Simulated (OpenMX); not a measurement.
Write an ASE script for OpenMX 3.8.5 that does the following.

| Quantity | Value |
| --- | --- |
| Task | single point |
| Functional | PBE |
| Dispersion | D3(BJ) |
| Potentials or basis | OpenMX 2013 PBE set, W7.0-s3p2d2f1, S7.0-s2p2d1f1, grid cutoff 400 Ry |
| k mesh | 7 × 7 × 7 |
| Occupations | fermi-dirac, width 0.05 eV |
| Spin | no spin polarisation |
| Mixing scheme | rmm-diisk |
| SCF threshold | 1e-08 Ha |
| Solver | band |
| Max SCF cycles | 100 |

The system is WS.

```xyz
2
Lattice="3.0079 0.0000 0.0000 0.0000 3.0079 0.0000 0.0000 0.0000 3.0079" Properties=species:S:1:pos:R:3 pbc="T T T"
W     1.5039    1.5039    1.5039
S     0.0000    0.0000    0.0000
```

The cell was built by a generator and needn't be a form met in nature.

One way to write it, as run:

run.py

```python
from ase import Atoms
from ase.calculators.openmx import OpenMX
from ase.calculators.mixing import SumCalculator
from dftd3.ase import DFTD3

atoms = Atoms(['W', 'S'],
              cell=[[3.00789, 0.0, 0.0], [0.0, 3.00789, 0.0], [0.0, 0.0, 3.00789]],
              scaled_positions=[[0.5, 0.5, 0.5], [0.0, 0.0, 0.0]],
              pbc=True)

def calculator():
    omx = OpenMX(
        label='WS',
        command='openmx',
        nohup=True,
        xc='GGA-PBE',
        kpts=(7, 7, 7),
        system_currentdirectory='./',
        data_path='./DFT_DATA13',
        level_of_fileout=1,
        definition_of_atomic_species=[['W', 'W7.0-s3p2d2f1', 'W_PBE13'], ['S', 'S7.0-s2p2d1f1', 'S_PBE13']],
        atoms_speciesandcoordinates_unit='Ang',
        atoms_speciesandcoordinates=[['1', 'W', '0', '0', '0', 6.0, 6.0], ['2', 'S', '0', '0', '0', 3.0, 3.0]],
        scf_spinpolarization='off',
        scf_electronictemperature=580.226,
        scf_energycutoff=400.0,
        scf_maxiter=100,
        scf_eigenvaluesolver='band',
        scf_mixing_type='rmm-diisk',
        scf_init_mixing_weight=0.05,
        scf_min_mixing_weight=0.001,
        scf_max_mixing_weight=0.3,
        scf_mixing_history=25,
        scf_mixing_startpulay=8,
        scf_criterion=1e-08,
    )
    return SumCalculator([omx, DFTD3(method='pbe', damping='d3bj')])

atoms.calc = calculator()
print('stress_eV_A3', atoms.get_stress().round(8).tolist())
print('forces_eV_A', atoms.get_forces().round(6).tolist())
print('energy_eV', round(atoms.get_potential_energy(), 6))
print('dispersion_eV', round(atoms.calc.mixer.calcs[1].get_potential_energy(atoms), 6))
```

Potentials or basis: OpenMX 2013 PBE set, W7.0-s3p2d2f1, S7.0-s2p2d1f1, grid cutoff 400 Ry.

Command:

```sh
$ python run.py > run.log
```

It gave:

```json
{
 "Pressure": "-5.2 GPa",
 "Band gap on the k mesh": "none (metal or under the smearing width)",
 "Mulliken charges": "W +0.29; S -0.29 e",
 "Dispersion energy per atom": "-0.619 eV"
}
```

Caveat: Mulliken charges move with the basis; the basis of atomic orbitals isn't converged, which shifts pressures, moduli and gaps; pairwise dispersion overbinds metals, which lowers pressure and volume.

It took 9.8 min on 1 thread of Intel(R) Xeon(R) Platinum 8259CL CPU @ 2.50GHz (Skylake/Cascade Lake) (shared host), peak memory 0.89 GiB.
